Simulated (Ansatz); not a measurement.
Crystal: NaSb2Au.

```
CELL_PARAMETERS angstrom
4.35730 0.00000 0.00000
-2.17865 3.77354 0.00000
0.00000 0.00000 6.81847
ATOMIC_POSITIONS crystal
Na 0.00000 0.00000 0.50000
Sb 0.66667 0.33333 0.81632
Sb 0.33333 0.66667 0.18368
Au 0.00000 0.00000 0.00000
```

The cell was built by a generator and needn't be a form met in nature.

Base run:

```yaml
Program: Ansatz 0.2.0
Functional: BLYP
Potentials_or_basis: Ansatz PAW
Cutoff: "420 eV (not typed: the program's choice for these potentials)"
k_mesh: 5 × 5 × 3
Occupations: fermi-dirac, width 0.05 eV
Spin: no spin polarisation
```

Its results: band gap on the k mesh none (metal or under the smearing width); pressure 3.4 GPa; largest force 0.446 eV/Å.

**Question.** After a change of settings the same cell gave: band gap on the k mesh none (metal or under the smearing width); pressure 1.6 GPa; largest force 0.065 eV/Å. Which change was it?
A. functional from BLYP to RPBE
B. functional from BLYP to r2SCAN; cutoff from 420 eV (not typed: the program's choice for these potentials) to 500 eV (not typed: the program's choice for these potentials)
C. functional from BLYP to PBEsol

**Answer.** A.

Caveats: spin-orbit coupling is left out, which moves the levels of the heavy elements; the PAW data sets come from PBE, with cores solved anew for the run's functional, which leaves a small shift of forces and pressure.

Runs at the PBE level aren't shown here.
